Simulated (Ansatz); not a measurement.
# CH₆AlBFNO: a ladder of functionals and wavefunction methods

The task here is to estimate one member of a computed series from the others.

Method: functionals in def2-TZVPP, the program's frozen cores in correlated methods; program: Ansatz 0.2.0, Gaussian basis.

Levels to be run: LDA (SPW92), PBE-D4, revPBE-D4, BLYP-D4, r2SCAN-D4, B97M-V, PBE0-D4, B3LYP-D4, r2SCANh-D4, r2SCAN0-D4, HSE06-D4, BHLYP-D4, CAM-B3LYP-D4, LC-ωPBE, ωB97X-V, ωB97M-V, B2PLYP, PBE-QIDH; CCSD(T)/def2-SVP; CCSD(T)/def2-TZVPP; MP2/def2-QZVPP; extrapolation to the limit; RPA on PBE.

### The relaxed structure

The geometry comes from an earlier relaxation with PBE0-D4 in a triple-zeta def2 set; it is a stationary point, not always the lowest conformer.

12 atoms, charge 0, spin multiplicity 1.

Atoms are counted from 1 here; the program's logs count them from 0.

Bond lengths: B1–Al2 2.125 Å, B1–H7 1.201 Å, B1–H8 1.203 Å, Al2–O3 1.811 Å, Al2–N5 2.069 Å, Al2–H9 1.597 Å, O3–C4 1.323 Å, C4–N5 1.501 Å, C4–F6 1.386 Å, C4–H10 1.098 Å, N5–H11 1.014 Å, N5–H12 1.014 Å. Angles: Al2–B1–H7 122.7°, Al2–B1–H8 123.7°, H7–B1–H8 113.6°, B1–Al2–O3 117.5°, B1–Al2–N5 114.6°, B1–Al2–H9 121.9°, O3–Al2–N5 70.8°, O3–Al2–H9 114.6°, N5–Al2–H9 105.1°, Al2–O3–C4 99.3°, O3–C4–N5 106.0°, O3–C4–F6 112.7°, O3–C4–H10 114.9°, N5–C4–F6 105.0°, N5–C4–H10 111.8°, F6–C4–H10 106.0°, Al2–N5–C4 83.3°, Al2–N5–H11 115.6° and more.

Coordinates:

```xyz
12
CH6AlBFNO
B    -1.37059   -1.41756    1.43484
Al    0.46866   -0.59110    0.76390
O     0.61993    1.21388    0.74970
C     0.48184    1.43097   -0.54823
N     0.44891    0.07674   -1.19393
F    -0.73611    2.01057   -0.86576
H    -1.73404   -1.34931    2.57748
H    -2.13753   -2.00838    0.72073
H     1.85275   -1.37241    0.92328
H     1.24919    2.07740   -0.99360
H     1.28896   -0.11184   -1.72918
H    -0.35508   -0.01416   -1.80514
```

Set-up of the first run:

in.yaml

```yaml
crystal:
  periodic: [false, false, false]
  atoms:
    - {symbol: B, position_ang: [-1.370587, -1.417560, 1.434842]}
    - {symbol: Al, position_ang: [0.468664, -0.591101, 0.763903]}
    - {symbol: O, position_ang: [0.619928, 1.213883, 0.749701]}
    - {symbol: C, position_ang: [0.481839, 1.430974, -0.548229]}
    - {symbol: N, position_ang: [0.448912, 0.076741, -1.193930]}
    - {symbol: F, position_ang: [-0.736107, 2.010566, -0.865758]}
    - {symbol: H, position_ang: [-1.734037, -1.349314, 2.577477]}
    - {symbol: H, position_ang: [-2.137527, -2.008384, 0.720734]}
    - {symbol: H, position_ang: [1.852748, -1.372410, 0.923284]}
    - {symbol: H, position_ang: [1.249189, 2.077404, -0.993604]}
    - {symbol: H, position_ang: [1.288958, -0.111837, -1.729181]}
    - {symbol: H, position_ang: [-0.355079, -0.014162, -1.805138]}
basis:
  gaussian: {orbitals: def2-TZVPP}
hamiltonian: {xc: lda}
output: {orbitals: {seedname: orbitals}}
```

Among the steps run: LDA; PBE-D4 (GGA); revPBE-D4 (GGA); BLYP-D4 (GGA); r2SCAN-D4 (meta-GGA); B97M-V (meta-GGA); PBE0-D4 (hybrid); B3LYP-D4 (hybrid); r2SCANh-D4 (hybrid); r2SCAN0-D4 (hybrid); HSE06-D4 (hybrid); BHLYP-D4 (hybrid); CAM-B3LYP-D4 (range-separated); LC-ωPBE (range-separated); ωB97X-V (range-separated); ωB97M-V (range-separated); B2PLYP (double hybrid); PBE-QIDH (double hybrid).

One of the session's tables, all rows but one given; the rest of the session is left out.

It belongs to the step «Frontier levels by functional». 

```
  functional  HOMO (eV)  LUMO (eV)  gap (eV)
 LDA (SPW92)      -5.85      -3.35      2.50
      PBE-D4      -5.77      -3.06      2.72
   revPBE-D4      -5.73      -2.93      2.80
     BLYP-D4      -5.67      -2.86      2.81
   r2SCAN-D4      -6.02      -2.70      3.32
      B97M-V      -6.08      -2.88      3.20
     PBE0-D4      -6.97      -2.03      4.94
    B3LYP-D4      -6.79      -2.23      4.56
  r2SCANh-D4      -6.46      -2.35      4.11
  r2SCAN0-D4      -7.13      -1.84      5.29
    HSE06-D4      -6.57      -2.42      4.15
    BHLYP-D4      -8.10      -0.96      7.15
CAM-B3LYP-D4      -8.33      -0.90      7.43
     LC-ωPBE      -9.66       0.30      9.96
     ωB97X-V      -9.32       0.18      9.50
     ωB97M-V          ?          ?         ?
```

Q: Estimate the row for ωB97M-V from the others.

The run gave: HOMO (eV): -9.12; LUMO (eV): -0.10; gap (eV): 9.02. In the column «HOMO (eV)» it lies between ωB97X-V (-9.32) and CAM-B3LYP-D4 (-8.33).
